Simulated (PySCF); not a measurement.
# C3H7ClOSi: the cost of one run

Computed with PySCF 2.14.0, with density-fitted response routines of our own, on a single molecule in the gas phase. Atoms are numbered from 0 throughout.

## (1) The starting structure

13 atoms, charge 0, multiplicity 1; geometry from: GFN2-xTB. The atoms were then displaced at random by about 0.01 Å, so the start is not that level's minimum.

Bonds of the start (Å): Cl0–Si1 2.01, Si1–O2 1.61, O2–C3 1.33, C3–C4 1.51, C4–C5 1.49, C5–C3 1.52, Si1–H6 1.46, Si1–H7 1.46, C3–H8 1.11, C4–H9 1.08, C4–H10 1.10, C5–H11 1.07, C5–H12 1.08.

## (2) Optimising the geometry at PBE0-D3(BJ)/def2-SVP

Job settings and geometry (Å):

```
{"job": {"xc": "PBE0", "basis": "def2-SVP", "d3": "d3bj", "grid": 1, "shake": 0.01, "kind": "geom"}, "charge": 0, "multiplicity": 1}
Cl     1.461980     0.739240    -2.249470
Si     1.958460     0.446420    -0.328630
O      0.981370    -0.609430     0.404110
C     -0.315100    -0.705520     0.676910
C     -1.269950     0.462400     0.568800
C     -1.366220    -0.643230    -0.422640
H      1.963640     1.763580     0.309040
H      3.232640    -0.268320    -0.265020
H     -0.508010    -1.408480     1.508610
H     -0.848310     1.401870     0.255530
H     -2.054000     0.571730     1.328130
H     -2.200420    -1.317320    -0.366980
H     -1.030260    -0.449840    -1.428710
```

The run is started by

```bash
> OMP_NUM_THREADS=1 python probes_run.py task.json out
```

The driver reads the jobs from task.json and runs them one after another.

**Question.** How long does this first job take on 1 thread of Arm Neoverse V2, shared host, and how much memory does it need?

About 92 s, with a peak of 0.55 GiB.
